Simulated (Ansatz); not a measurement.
Working through harmonic frequencies at the relaxed geometry of ClGaHO, SMILES [OH][Ga][Cl]

With the Ansatz DFT code, driven from Python.

Run as a notebook:

```python
import ansatz as az
import numpy as np
```

```python
geometry_ang = [
    ("O", (0.7989, -0.1013, -0.5823)),
    ("Ga", (-0.3247, -1.0756, 0.4062)),
    ("Cl", (-1.9246, 0.5572, 0.3661)),
    ("H", (1.5059, 0.5595, -0.2103)),
]
geometry = az.Crystal.molecule()
for symbol, xyz in geometry_ang:
    geometry = geometry.atom(symbol, xyz)
```

```python
model = geometry.calculation().basis(gaussian="def2-SVP").functional("r2SCAN").spin("collinear", total=1)
symbols = [site.symbol for site in geometry.cartesian_sites]
start = np.array([site.position_ang for site in geometry.cartesian_sites], dtype=float)
summary = model.relax(force_tolerance=0.003).run(threads=1, pin="off").report
end = np.array(summary["positions_ang"])
```

    

```python
print("final positions (A) and the move of each atom")
for symbol, xyz, old in zip(symbols, end, start):
    print(f"{symbol:2s} {xyz[0]:10.5f} {xyz[1]:10.5f} {xyz[2]:10.5f}   {np.linalg.norm(xyz - old):7.4f}")
```

    final positions (A) and the move of each atom
    O     1.20724   -0.32635   -0.32890    0.5307
    Ga   -0.41650   -0.93241    0.12878    0.3254
    Cl   -1.96432    0.55536    0.53062    0.1693
    H     1.22909    0.64320   -0.35079    0.3215

```python
# frequencies need a stationary point, so they are taken at the relaxed geometry
minimum = az.Crystal.molecule()
for symbol, place in zip(symbols, end):
    minimum = minimum.atom(symbol, place.tolist())
vibrating = (
    minimum.calculation()
    .basis(gaussian="def2-SVP")
    .functional("r2SCAN")
    .spin("collinear", total=1)
    .phonons(temperatures=(298.15, 498.15, 100))
)
vib = vibrating.run(threads=1, pin="off").report["vibrations"]
sums = vib["harmonic_sums"]
modes = [m["omega_inv_cm"] for m in sums["modes_at_gamma"] if m["rigid_motion"] == "no"]
print("frequencies (1/cm):", " ".join(f"{w:.0f}" for w in modes))
print("imaginary modes:", sum(w < 0 for w in modes), " zero-point energy:", round(sums["zero_point_energy_ev"], 4), "eV")
print("T (K)   F_vib (eV)   S_vib (meV/K)   C_vib (meV/K)")
for row in zip(sums["temperatures_k"], sums["vibrational_free_energy_ev"], vib["entropy_ev_per_k"], vib["heat_capacity_ev_per_k"]):
    print(f"{row[0]:6.1f} {row[1]:11.4f} {1000 * row[2]:13.4f} {1000 * row[3]:15.4f}")
```

    frequencies (1/cm): 148 300 386 669 780 3801
    imaginary modes: 0  zero-point energy: 0.3771 eV
    T (K)   F_vib (eV)   S_vib (meV/K)   C_vib (meV/K)
     298.1      0.3469        0.2473          0.2885
     398.1      0.3176        0.3379          0.3362
     498.1      0.2797        0.4166          0.3650

Notes:
- These settings explore the input space; basis and method may be short of convergence.
- The frequencies are harmonic and unscaled, in a modest basis. The result belongs to the one conformer reached from this start, and soft torsions count as harmonic oscillators.
- The species is open-shell (spin multiplicity 2).
- Wall time of the script: 120 s on 1 thread of Arm Neoverse V2, on a shared host, peak memory 0.25 GiB.

(Lines on the test bed's own set-up are left out of the output.)
